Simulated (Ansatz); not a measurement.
CdBr in Ansatz: convergence with scf exx energy threshold

Crystal: CdBr.

```
CELL_PARAMETERS angstrom
0.00000 3.07239 3.07239
3.07239 0.00000 3.07239
3.07239 3.07239 0.00000
ATOMIC_POSITIONS crystal
Cd 0.00000 0.00000 0.00000
Br 0.50000 0.50000 0.50000
```

The cell was built by a generator and needn't be a form met in nature.

```yaml
Program: Ansatz 0.2.0
Task: convergence study
Functional: PBE0
Potentials_or_basis: Ansatz NC
Cutoff: "1071 eV (not typed: the program's choice for these potentials)"
k_mesh: 4 × 4 × 4
Occupations: fermi-dirac, width 0.1 eV
Spin: no spin polarisation
```

These are the settings of the first run; the series varies scf exx energy threshold, with any setting tied to it.

Hardware: 2 threads of Arm Neoverse V1 (shared host).

```tsv
scf exx energy threshold	energy less the tightest run, at zero smearing (meV/atom)	SCF cycles	CPU time (s)	peak memory (GiB)
0.01	0.00	45	210	1.7
0.001	0.00	45	220	1.7
0.0001	0.00	45	220	1.8
1e-05	0.00	45	220	1.8
1e-06	0.00	46	240	1.7
1e-07	0.00	53	260	1.8
```

Against the tightest run, the energy stays within 1 meV/atom from 0.01 on. The tightest run that finished is the yardstick and may itself not be fully converged.

Caveat, for the tightest run too: the k mesh is coarse (spacing up to 0.44 Å⁻¹), so the values aren't converged, least of all with exact exchange; an odd number of electrons without spin polarisation forces a metal; a magnetic or distorted state may lie lower.
